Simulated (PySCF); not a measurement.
# CH10N2OSi4: magnetic properties

What do calculations give for the magnetic properties of CH10N2OSi4 (`N#C[SiH2]O[SiH2][SiH2][SiH2]N`)?

Computed with PySCF 2.14.0 and routines of our own; the level stands in each step. Atoms count from 0.

## 1. The starting structure

18 atoms, charge 0, multiplicity 1; geometry from: GFN2-xTB.

## 2. Magnetic properties: GIAO HF/pcSseg-1

The job: settings as JSON, then the geometry in Å.

```
{"job": {"kind": "mag", "xc": "HF", "basis": "pcSseg-1", "isotopologues": 2}, "charge": 0, "multiplicity": 1}
N      1.218681     0.790187    -2.800712
C      1.766243     0.571562    -1.817702
Si     2.629072     0.227760    -0.187981
O      1.705954    -0.783583     0.638701
Si     0.497259    -1.709676     1.262045
Si    -1.403113    -1.321339     0.008145
Si    -2.283451     0.822400     0.014281
N     -0.972396     1.874152    -0.378225
H      2.718889     1.496270     0.526685
H      3.888758    -0.442216    -0.498151
H      1.113569    -3.044055     1.255659
H      0.457946    -1.272908     2.663812
H     -2.426267    -2.259991     0.513761
H     -1.178262    -1.797230    -1.372484
H     -3.471923     0.982560    -0.849527
H     -2.702459     1.298080     1.340856
H     -1.103541     2.866746    -0.264713
H     -0.463717     1.707600    -1.232726
```

Method: GIAO HF/pcSseg-1 magnetisability, rotational g tensor and spin-rotation constants, non-relativistic, gas phase.

Launch:

```bash
OMP_NUM_THREADS=1 python excited_run.py task.json out
```

The driver reads the jobs from task.json and runs them one after another.

Log:

```text
final grid: 145824 points
cycle   1  E = -1383.0236024432  dE =  6.489e-01  |g| = 7.579e-01  |ddm| = 3.827e+00
cycle   2  E = -1383.1379160819  dE = -1.143e-01  |g| = 5.151e-01  |ddm| = 8.826e-01
cycle   3  E = -1383.1888599076  dE = -5.094e-02  |g| = 9.671e-02  |ddm| = 3.479e-01
cycle   4  E = -1383.1920988351  dE = -3.239e-03  |g| = 4.141e-02  |ddm| = 1.391e-01
cycle   5  E = -1383.1925034448  dE = -4.046e-04  |g| = 9.052e-03  |ddm| = 4.124e-02
cycle   6  E = -1383.1925363814  dE = -3.294e-05  |g| = 2.889e-03  |ddm| = 1.380e-02
cycle   7  E = -1383.1925398891  dE = -3.508e-06  |g| = 8.563e-04  |ddm| = 5.535e-03
cycle   8  E = -1383.1925402073  dE = -3.182e-07  |g| = 2.813e-04  |ddm| = 1.776e-03
cycle   9  E = -1383.1925402425  dE = -3.528e-08  |g| = 8.805e-05  |ddm| = 5.005e-04
cycle  10  E = -1383.1925402498  dE = -7.226e-09  |g| = 3.931e-05  |ddm| = 1.927e-04
cycle  11  E = -1383.1925402520  dE = -2.224e-09  |g| = 1.899e-05  |ddm| = 8.820e-05
cycle  12  E = -1383.1925402526  dE = -6.203e-10  |g| = 7.328e-06  |ddm| = 5.073e-05
converged SCF energy = -1383.1925402526

Magnetisability tensor (1e-30 J/T^2)
    -1661.91     -117.73       19.18
     -117.73    -1574.41      103.44
       19.18      103.44    -1605.94
isotropic -1614.09   principal values   -1779.88  -1610.42  -1451.96
isotropic susceptibility -97.202 1e-6 cm^3/mol

Inertial axes            a          b          c
rot. const./GHz      1.0924     0.7571     0.5358
chi total           -99.789   -100.956    -90.862
chi diamagnetic   -1243.860  -1711.024  -2330.792
chi paramagnetic   1144.070   1610.068   2239.930
quadrupole/D A        7.088     -3.159     -3.929
g nuclear            0.5605     0.5568     0.5501
g electronic        -0.5871    -0.5726    -0.5638
g total             -0.0266    -0.0159    -0.0137

Spin-rotation constants (kHz, H = +C I.J)
atom  isotope        aa         bb         cc
  0    14N        0.259      0.104      0.098
  7    14N        0.038      0.022      0.009
  8     1H       -0.107     -0.064      0.018
  9     1H        0.025     -0.067     -0.044
 10     1H       -0.068     -0.012     -0.027
 11     1H       -0.097     -0.053      0.016
 12     1H       -0.035     -0.034     -0.054
 13     1H       -0.095     -0.065      0.005
 14     1H       -0.024     -0.039     -0.032
 15     1H       -0.077     -0.060      0.007
 16     1H       -0.128     -0.043     -0.035
 17     1H       -0.063     -0.065     -0.045
  1    13C*       0.447      0.166      0.167
  2   29Si*      -0.538     -0.380     -0.277
  3    17O*      -0.065     -0.057     -0.004
  4   29Si*      -0.570     -0.413     -0.322
  5   29Si*      -0.484     -0.336     -0.235
  6   29Si*      -0.575     -0.369     -0.301
* in the singly substituted isotopologue

Isotopologues: g along a, b, c
2H    at 8,9,10,11,12,1    -0.0241    -0.0143    -0.0124
15N   at 0                 -0.0261    -0.0158    -0.0136
```

Wall time 31 s (1 thread of Arm Neoverse V1, shared host); peak memory 0.97 GiB.

Key values:

```
              quantity                      value
       magnetisability           -1614·10⁻³⁰ J/T²
  molar susceptibility         -97.2·10⁻⁶ cm³/mol
rotational g (a, b, c)  -0.0266, -0.0159, -0.0137
```

## 3. Magnetic properties: GIAO KT1/3-21G, grid 4

Settings changed since step 2:

```diff
@@ -1,2 +1,2 @@
-{"job": {"kind": "mag", "xc": "HF", "basis": "pcSseg-1", "isotopologues": 2}, "charge": 0, "multiplicity": 1}
+{"job": {"kind": "mag", "xc": "KT1", "basis": "3-21G", "grid": 4}, "charge": 0, "multiplicity": 1}
 N      1.218681     0.790187    -2.800712
```

With the program's defaults for keys left out, this is: GIAO KT1/3-21G magnetisability, rotational g tensor and spin-rotation constants, non-relativistic, gas phase.

Log:

```text
coarse grid: 16992 points
cycle   1  E = -1388.4773047984  dE = -9.727e-03  |g| = 8.891e-01  |ddm| = 4.049e+00
cycle   2  E = -1387.5216238801  dE =  9.557e-01  |g| = 2.251e+00  |ddm| = 4.396e+00
cycle   3  E = -1388.6274256829  dE = -1.106e+00  |g| = 2.044e-01  |ddm| = 3.675e+00
cycle   4  E = -1388.6351029005  dE = -7.677e-03  |g| = 1.466e-01  |ddm| = 5.051e-01
cycle   5  E = -1388.6394214305  dE = -4.319e-03  |g| = 4.539e-02  |ddm| = 2.159e-01
cycle   6  E = -1388.6399248122  dE = -5.034e-04  |g| = 2.227e-02  |ddm| = 7.469e-02
cycle   7  E = -1388.6400307208  dE = -1.059e-04  |g| = 6.186e-03  |ddm| = 1.867e-02
cycle   8  E = -1388.6400392029  dE = -8.482e-06  |g| = 8.321e-04  |ddm| = 7.294e-03
final grid: 385376 points
cycle   9  E = -1388.5960880871  dE = -3.736e-05  |g| = 1.701e-02  |ddm| = 2.903e-02
cycle  10  E = -1388.5958171902  dE =  2.709e-04  |g| = 3.986e-02  |ddm| = 6.184e-02
cycle  11  E = -1388.5961334191  dE = -3.162e-04  |g| = 6.413e-03  |ddm| = 4.517e-02
cycle  12  E = -1388.5961427180  dE = -9.299e-06  |g| = 8.984e-04  |ddm| = 4.895e-03
cycle  13  E = -1388.5961429085  dE = -1.905e-07  |g| = 2.581e-04  |ddm| = 1.512e-03
cycle  14  E = -1388.5961429248  dE = -1.628e-08  |g| = 8.128e-05  |ddm| = 4.653e-04
cycle  15  E = -1388.5961429265  dE = -1.712e-09  |g| = 1.144e-05  |ddm| = 1.295e-04
cycle  16  E = -1388.5961429266  dE = -4.366e-11  |g| = 3.059e-06  |ddm| = 2.442e-05
converged SCF energy = -1388.5961429266

Magnetisability tensor (1e-30 J/T^2)
    -1817.65     -144.23       10.44
     -144.23    -1712.37      139.40
       10.44      139.40    -1653.54
isotropic -1727.85   principal values   -1948.60  -1720.96  -1514.00
isotropic susceptibility -104.054 1e-6 cm^3/mol

Inertial axes            a          b          c
rot. const./GHz      1.0924     0.7571     0.5358
chi total          -108.773   -109.041    -94.347
chi diamagnetic   -1238.037  -1708.463  -2326.698
chi paramagnetic   1129.263   1599.422   2232.351
quadrupole/D A        4.263     -0.444     -3.819
g nuclear            0.5605     0.5568     0.5501
g electronic        -0.5795    -0.5689    -0.5619
g total             -0.0190    -0.0121    -0.0118

Spin-rotation constants (kHz, H = +C I.J)
atom  isotope        aa         bb         cc
  0    14N        0.204      0.081      0.076
  7    14N        0.033      0.017      0.001
  8     1H       -0.102     -0.060      0.016
  9     1H        0.019     -0.065     -0.041
 10     1H       -0.070     -0.016     -0.024
 11     1H       -0.095     -0.054      0.016
 12     1H       -0.046     -0.040     -0.056
 13     1H       -0.102     -0.071     -0.001
 14     1H       -0.031     -0.042     -0.030
 15     1H       -0.085     -0.060      0.004
 16     1H       -0.145     -0.053     -0.047
 17     1H       -0.080     -0.080     -0.056
  1    13C*       0.328      0.126      0.125
  2   29Si*      -0.416     -0.304     -0.232
  3    17O*      -0.055     -0.063      0.033
  4   29Si*      -0.489     -0.356     -0.291
  5   29Si*      -0.389     -0.275     -0.189
  6   29Si*      -0.485     -0.318     -0.270
* in the singly substituted isotopologue
```

Wall time 42 s (1 thread of Arm Neoverse V1, shared host); peak memory 0.6 GiB.

From this job:

```csv
quantity,value
magnetisability,-1728·10⁻³⁰ J/T²
molar susceptibility,-104.1·10⁻⁶ cm³/mol
"rotational g (a, b, c)","-0.0190, -0.0121, -0.0118"
```

## 4. Magnetic properties side by side

```
                 level  ξ (10⁻³⁰ J/T²)     g(a)     g(b)  gap (eV)  functions  time
      GIAO HF/pcSseg-1           -1614  -0.0266  -0.0159     12.85        214  31 s
GIAO KT1/3-21G, grid 4           -1728  -0.0190  -0.0121      3.74        108  42 s
```

## 5. Summary of results

```
                                         quantity                      value
       magnetisability (step 2, GIAO HF/pcSseg-1)           -1614·10⁻³⁰ J/T²
  molar susceptibility (step 2, GIAO HF/pcSseg-1)         -97.2·10⁻⁶ cm³/mol
rotational g (a, b, c) (step 2, GIAO HF/pcSseg-1)  -0.0266, -0.0159, -0.0137
                  magnetisability over the levels  -1728 to -1614·10⁻³⁰ J/T²
```

The magnetisability spreads by 6.8 % over 2 levels, from GIAO KT1/3-21G, grid 4 (42 s) to GIAO HF/pcSseg-1 (31 s); the runs took 31 s to 42 s. Two levels can agree by chance, so this spread shows no convergence. Vibrational averaging and real surroundings are missing from these values.
